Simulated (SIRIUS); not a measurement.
# V (P6_3/mmc) in SIRIUS: reference runs

How does V come out in PBEsol? The cell is run as given.

All numbers are computed with SIRIUS 7.10.0; they aren't measurements. Logs are shortened: lines on timing, memory, paths and dates and some standing lists are left out, and cuts for length are marked. The log counts tension as positive stress, the text compression.

### 1 Starting point

Symmetry: P6_3/mmc, No. 194, hexagonal system. Conventional cell: a = 2.604 Å, b = 2.604 Å, c = 4.723 Å, α = 90.00°, β = 90.00°, γ = 120.00°. V (site symmetry -6m2) has 12 V at 2.60 to 2.80 Å as nearest neighbours.

This isn't the form of V at room conditions, which is bcc.

### 2 Single point, PBEsol, collinear spin, ferromagnetic start

Contents of sirius.json:

```json
{
  "control": {
    "processing_unit": "cpu",
    "verbosity": 2,
    "num_bands_to_print": 21,
    "print_forces": true,
    "print_stress": true
  },
  "parameters": {
    "electronic_structure_method": "pseudopotential",
    "xc_functionals": ["XC_GGA_X_PBE_SOL", "XC_GGA_C_PBE_SOL"],
    "gk_cutoff": 9.2,
    "pw_cutoff": 18.4,
    "ngridk": [12, 12, 6],
    "shiftk": [0, 0, 0],
    "smearing": "fermi_dirac",
    "smearing_width": 0.0018374661,
    "num_bands": 21,
    "num_mag_dims": 1,
    "num_dft_iter": 100,
    "energy_tol": 1e-08,
    "density_tol": 1e-06
  },
  "iterative_solver": {
    "type": "davidson",
    "min_tolerance": 1e-09,
    "tolerance_scale": [0.1, 0.25]
  },
  "mixer": {
    "type": "anderson",
    "beta": 0.5,
    "max_history": 8
  },
  "settings": {
    "tol_ne": 1e-10,
    "pseudo_grid_cutoff": 6.5,
    "smooth_initial_mag": true
  },
  "unit_cell": {
    "lattice_vectors": [
      [4.921402602081, 0.0, 0.0],
      [-2.460701300946, 4.262059675532, 0.0],
      [0.0, 0.0, 8.925811434585]
    ],
    "atom_coordinate_units": "lattice",
    "atom_types": ["V"],
    "atom_files": {
      "V": "V.json"
    },
    "atoms": {
      "V": [
        [0.3333333333, 0.6666666667, 0.25, 0.0, 0.0, 2.0],
        [0.6666666667, 0.3333333333, 0.75, 0.0, 0.0, 2.0]
      ]
    }
  }
}
```

Potentials or basis: PseudoDojo 0.4.1 PBEsol standard (scalar relativistic).

Run with:

```bash
$ upf_to_json V.upf
$ OMP_NUM_THREADS=1 sirius.scf --input=sirius.json --output=out.json --task=0
```

Standard output:

```text
[info] SIRIUS version : 7.10.0
[info] number of MPI ranks           : 1
[info] MPI grid                      : 1 1
[info] maximum number of OMP threads : 1
[fft] FFT context for density and potential
[fft] =====================================
[fft]   comm size                             : 1
[fft]   plane wave cutoff                     : 18.4
[fft]   grid size                             : 32 32 60   total : 61440
[fft]   grid limits                           : -15 16   -15 16   -29 30
[fft]   number of G-vectors within the cutoff : 9834
[fft]   local number of G-vectors             : 9834
[fft]   number of G-shells                    : 1062
[fft] FFT context for coarse grid
[fft] =====================================
[fft]   comm size                             : 1
[fft]   plane wave cutoff                     : 18.4
[fft]   grid size                             : 32 32 60   total : 61440
[fft]   grid limits                           : -15 16   -15 16   -29 30
[fft]   number of G-vectors within the cutoff : 9834
[fft]   local number of G-vectors             : 9834
[fft]   number of G-shells                    : 1062
[unit cell] lattice vectors
[unit cell]   a1 :       4.9214026021      0.0000000000      0.0000000000
[unit cell]   a2 :      -2.4607013009      4.2620596755      0.0000000000
[unit cell]   a3 :       0.0000000000      0.0000000000      8.9258114346
[unit cell] reciprocal lattice vectors
[unit cell]   b1 :       1.2767062188      0.7371066791     -0.0000000000
[unit cell]   b2 :       0.0000000000      1.4742133582      0.0000000000
[unit cell]   b3 :       0.0000000000     -0.0000000000      0.7039343541
[unit cell] unit cell volume :       187.22167592 [a.u.^3]
[unit cell] 1/sqrt(omega)    :         0.07308394
[unit cell] MT volume        :         0.00000000 ( 0.00%)
[unit cell] IT volume        :       187.22167592 (100.00%)
[unit cell] number of atom types : 1
[unit cell] type id : 0 symbol :  V mt_radius :  15.350000 num_atoms : 2
[unit cell] total number of atoms : 2
[unit cell] number of symmetry classes : 1
[unit cell] number of PAW atoms : 0
[unit cell] atom id  type id  class id             position                      vector_field
[unit cell] ------------------------------------------------------------------------------------------
[unit cell]      0        0        0      0.33333   0.66667   0.25000      0.00000   0.00000   2.00000
[unit cell]      1        0        0      0.66667   0.33333   0.75000      0.00000   0.00000   2.00000
[unit cell] atom id         position (Cartesian, a.u.)
[unit cell] ---------------------------------------------
[unit cell]      0      -0.000000    2.841373    2.231453
[unit cell]      1       2.460701    1.420687    6.694359
[unit cell] class id : 0 atom id : 0 1
[unit cell] minimum bond length:     4.921403
[unit cell] total number of pseudo wave-functions: 20
[sym] space group number   : 194
[sym] international symbol : P6_3/mmc
[sym] Hall symbol          : -P 6c 2c
[sym] space group transformation matrix :
[sym]   1.0000 -0.0000  0.0000
[sym]   0.0000  1.0000  0.0000
[sym]   0.0000  0.0000  1.0000
[sym] space group origin shift :
[sym]   1.0000  1.0000  0.0000
[sym] number of space group operations  : 24
[sym] number of magnetic group operations : 24
[sym] metric tensor error: 1.4964e-09
[sym] rotation matrix error: 7.1339e-11
[sym] symmetry operations
[... list of symmetry operations ...]
[atom type] label          : V
[atom type] --------------------------------------------------------------------------------
[atom type] symbol         : V
[atom type] name           :
[... 307 lines left out ...]
[diagonalize] ik:   72   -1.736163   -1.736163   -0.797680   -0.797680   -0.781206   -0.781206   -0.776495   -0.776495    0.499686    0.499686    0.547856    0.547856    0.601518    0.601518    0.658686    0.658686    0.707826    0.707826    0.812917    0.812917    0.966022
[diagonalize]            -1.736163   -1.736163   -0.797680   -0.797680   -0.781207   -0.781207   -0.776495   -0.776495    0.499686    0.499686    0.547856    0.547856    0.601518    0.601518    0.658686    0.658686    0.707825    0.707825    0.812917    0.812917    0.966022
[diagonalize] ik:   73   -1.736521   -1.736521   -0.794564   -0.794564   -0.782277   -0.782277   -0.776711   -0.776711    0.508293    0.508293    0.558020    0.558020    0.582789    0.582789    0.638137    0.638137    0.711021    0.711021    0.796927    0.796927    1.042122
[diagonalize]            -1.736522   -1.736522   -0.794564   -0.794564   -0.782278   -0.782278   -0.776712   -0.776712    0.508293    0.508293    0.558020    0.558020    0.582789    0.582789    0.638137    0.638137    0.711021    0.711021    0.796926    0.796926    1.042122
[diagonalize] ik:   74   -1.735957   -1.735957   -0.794729   -0.794729   -0.785208   -0.785208   -0.776707   -0.776707    0.518268    0.518268    0.556490    0.556490    0.579741    0.579741    0.640146    0.640146    0.708382    0.708382    0.849527    0.849527    0.978600
[diagonalize]            -1.735958   -1.735958   -0.794729   -0.794729   -0.785208   -0.785208   -0.776707   -0.776707    0.518267    0.518267    0.556489    0.556489    0.579740    0.579740    0.640145    0.640145    0.708381    0.708381    0.849526    0.849526    0.978599
[diagonalize] ik:   75   -1.735751   -1.735751   -0.791988   -0.791988   -0.789163   -0.789163   -0.776666   -0.776666    0.539998    0.539998    0.541329    0.541329    0.577989    0.577989    0.634628    0.634628    0.706960    0.706960    0.895853    0.895853    0.949697
[diagonalize]            -1.735751   -1.735751   -0.791989   -0.791989   -0.789164   -0.789164   -0.776666   -0.776666    0.539997    0.539997    0.541329    0.541329    0.577988    0.577988    0.634628    0.634628    0.706960    0.706960    0.895853    0.895853    0.949697
[find] Charges and magnetic moments
[find] --------------------------------------------------------------------------------
[find] atom                moment                |moment|
[find] --------------------------------------------------------------------------------
[find]    0 [  0.00000,   0.00000,   0.00000]    0.000003
[find]    1 [  0.00000,   0.00000,   0.00000]    0.000003
[find] total charge          : 26.000000
[... 7 lines left out ...]
[find] <rho|V^{H}>                    :      58.81615037
[find] one-electron contribution      :     -46.85692849 (Ha),     -93.71385698 (Ry)
[find] hartree contribution           :      29.40807519
[find] xc contribution                :     -22.66011069
[find] ewald contribution             :    -107.31582799
[find] PAW contribution               :       0.00000000
[find] smearing (-TS)                 :      -0.00095083
[find] SCF correction                 :       0.00000020
[find] Total energy                   :    -147.42479178 (Ha),    -294.84958356 (Ry)
[find] Free energy (E-TS)             :    -147.42574260 (Ha),    -294.85148521 (Ry)
[find] band gap (eV)                  :       0.00000000
[find] Efermi                         :       0.59947715
[find] iteration : 14, RMS : 1.718042701125e-07, energy difference : 2.068958337986e-09
[find] Hartree energy of density residual : 1.152152881107e-13
[find] bands are converged : true
[find] iterative solver converged : true
[find] converged after 15 SCF iterations!
[find] Charges and magnetic moments
[find] --------------------------------------------------------------------------------
[find] atom                moment                |moment|
[find] --------------------------------------------------------------------------------
[find]    0 [  0.00000,   0.00000,   0.00000]    0.000003
[find]    1 [  0.00000,   0.00000,   0.00000]    0.000003
[find] total charge          : 26.000000
[find] total moment          : [  0.00000,   0.00000,   0.00000], magnitude : 0.000002
[find] Energy
[find] --------------------------------------------------------------------------------
[find] valence_eval_sum               :     -11.02520179
[find] <rho|V^{XC}>                   :     -22.98442367
[find] <rho|E^{XC}>                   :     -22.66011069
[find] <mag|B^{XC}>                   :      -0.00000000
[find] <rho|V^{H}>                    :      58.81615037
[find] one-electron contribution      :     -46.85692849 (Ha),     -93.71385698 (Ry)
[find] hartree contribution           :      29.40807519
[find] xc contribution                :     -22.66011069
[find] ewald contribution             :    -107.31582799
[find] PAW contribution               :       0.00000000
[find] smearing (-TS)                 :      -0.00095083
[find] SCF correction                 :       0.00000020
[find] Total energy                   :    -147.42479178 (Ha),    -294.84958356 (Ry)
[find] Free energy (E-TS)             :    -147.42574260 (Ha),    -294.85148521 (Ry)
[find] band gap (eV)                  :       0.00000000
[find] Efermi                         :       0.59947715
[ground_state] === stress tensor components [kbar] ===
[ground_state] === stress_kin ===
[ground_state] -63764.507474    0.000001    0.000000
[ground_state]     0.000001-63764.507478   -0.000000
[ground_state]     0.000000   -0.000000-63378.422103
[ground_state] === stress_har ===
[ground_state] -16986.108490    0.000000    0.000000
[ground_state]     0.000000-16986.108491   -0.000000
[ground_state]     0.000000   -0.000000-12241.199588
[ground_state] === stress_ewald ===
[ground_state] 53284.993167   -0.000001    0.000000
[ground_state]    -0.00000153284.993171   -0.000000
[ground_state]     0.000000   -0.00000062071.824856
[ground_state] === stress_vloc ===
[ground_state] 21673.702773   -0.000000    0.000000
[ground_state]    -0.00000021673.702774   -0.000000
[ground_state]     0.000000   -0.000000 8128.829445
[ground_state] === stress_xc ===
[ground_state]   681.216822   -0.000000    0.000000
[ground_state]    -0.000000  681.216822    0.000000
[ground_state]     0.000000    0.000000  690.120694
[ground_state] === stress_core ===
[ground_state]  9400.381829   -0.000000    0.000000
[ground_state]    -0.000000 9400.381830   -0.000000
[ground_state]     0.000000   -0.000000 9404.241366
[ground_state] === stress_nonloc ===
[ground_state] -4219.144982    0.000000    0.000000
[ground_state]     0.000000-4219.144983   -0.000000
[ground_state]     0.000000   -0.000000-4601.592475
[ground_state] === stress_us_nl ===
[ground_state] -4219.144982    0.000000    0.000000
[ground_state]     0.000000-4219.144983   -0.000000
[ground_state]     0.000000   -0.000000-4601.592475
[ground_state] === stress_total ===
[ground_state]    70.533645   -0.000000    0.000000
[ground_state]    -0.000000   70.533645   -0.000000
[ground_state]     0.000000   -0.000000   73.802195
[ground_state] ==== total Forces in Ha/bohr =====
[ground_state] atom:    0, force:      -0.0000000     -0.0000000     -0.0000000
[ground_state] atom:    1, force:       0.0000000      0.0000000      0.0000000
[ground_state] ==== ultrasoft contribution from Qij =====
[ground_state] atom:    0, force:       0.0000000      0.0000000      0.0000000
[ground_state] atom:    1, force:       0.0000000      0.0000000      0.0000000
[ground_state] ==== non-local contribution from Beta-projector =====
[ground_state] atom:    0, force:      -0.0000000     -0.0000000     -0.0000000
[ground_state] atom:    1, force:       0.0000000      0.0000000      0.0000000
[ground_state] ==== contribution from local potential =====
[ground_state] atom:    0, force:       0.0000000     -0.0000000     -0.0000000
[ground_state] atom:    1, force:      -0.0000000      0.0000000      0.0000000
[ground_state] ==== contribution from core density =====
[ground_state] atom:    0, force:      -0.0000000      0.0000000      0.0000000
[ground_state] atom:    1, force:       0.0000000      0.0000000      0.0000000
[ground_state] ==== Ewald forces from ions =====
[ground_state] atom:    0, force:       0.0000000     -0.0000000      0.0000000
[ground_state] atom:    1, force:      -0.0000000      0.0000000      0.0000000
[~DFT_ground_state] local op. applied: 106563
[~DFT_ground_state] evp. work count: 21330.7
[~DFT_ground_state] number of iterative solver steps: 5030
```

It took 2.3 min on 1 thread of Arm Neoverse V2, shared host; peak memory 0.55 GiB.

Results:

* Free energy: -4011.6588 eV
* Pressure: -7.2 GPa
* Band gap on the k mesh: none (metal or under the smearing width)

Stress tensor (GPa, compression positive):
```
-7.05  0.00  0.00
 0.00 -7.05  0.00
 0.00  0.00 -7.38
```

Caveat: the starting moments collapsed, and a magnetic state may lie lower.
